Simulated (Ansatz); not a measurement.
# WC: the cost of one run

Program: Ansatz 0.2.0. Level of theory: DFT PBE, scalar-relativistic, plane waves, PAW. These are calculated values, not measurements.

1 further run of the same task is left out (set aside as unsound or not needed).

## Step 1: The system as given

Symmetry: P-6m2, No. 187, hexagonal system. The conventional cell has a = 2.901 Å, b = 2.901 Å, c = 2.829 Å, α = 90.00°, β = 90.00°, γ = 120.00°. W (site symmetry -6m2) is surrounded by 6 C at 2.19 Å. C (site symmetry -6m2) has 6 W at 2.19 Å as nearest neighbours.

As a file:

```
W C
1.0
     2.90050    0.00000    0.00000
    -1.45025    2.51191    0.00000
     0.00000    0.00000    2.82900
W C
1 1
Direct
  0.00000 0.00000 0.00000
  0.66667 0.33333 0.50000
```

The cell is the measured one, not relaxed. An earlier run on this cell at PBE gave 8.50 GPa at 10.306 Å³/atom (14×14×12 mesh), metallic. The cell is compressed at this level.

## Step 2: Bands on a fine mesh, Fermi surface

input.yaml reads:

```yaml
crystal:
  lattice:
    - [2.9005011018, 0.0, 0.0]
    - [-1.4502505509, 2.5119076379, 0.0]
    - [0.0, 0.0, 2.828999674]
  atoms:
    - { symbol: W, position: [0.0, 0.0, 0.0] }
    - { symbol: C, position: [0.6666666667, 0.3333333333, 0.5] }
basis:
  ecutwfc: 420
  ecutrho_ratio: 4
kpoints:
  mp_grid: { grid: [14, 14, 12] }
hamiltonian:
  xc: pbe
scf:
  occupations: { method: gaussian, width: 0.05 }
output:
  forces: true
  stress: true
  eigenvalues: true
  eigenstates:
    nscf_kmesh: { grid: [24, 24, 22] }
    de_dk: true
    e_range: [-2.5, 2.5]
  write_density: true
  write_potential: true
  elf: true
  volumetric_format: npy
```

On the command line:

```console
$ ansatz run input.yaml --threads 4 --pin off --max-ram 9216MiB --backend cpu --events-out ev --progress --plain --runs-dir out
```

**Question.** How long does this run take on 4 threads of Intel Xeon Platinum 8259CL at 2.50GHz (Skylake/Cascade Lake), shared host, and how much memory does it need?

About 5 s, with a peak of 0.45 GiB.
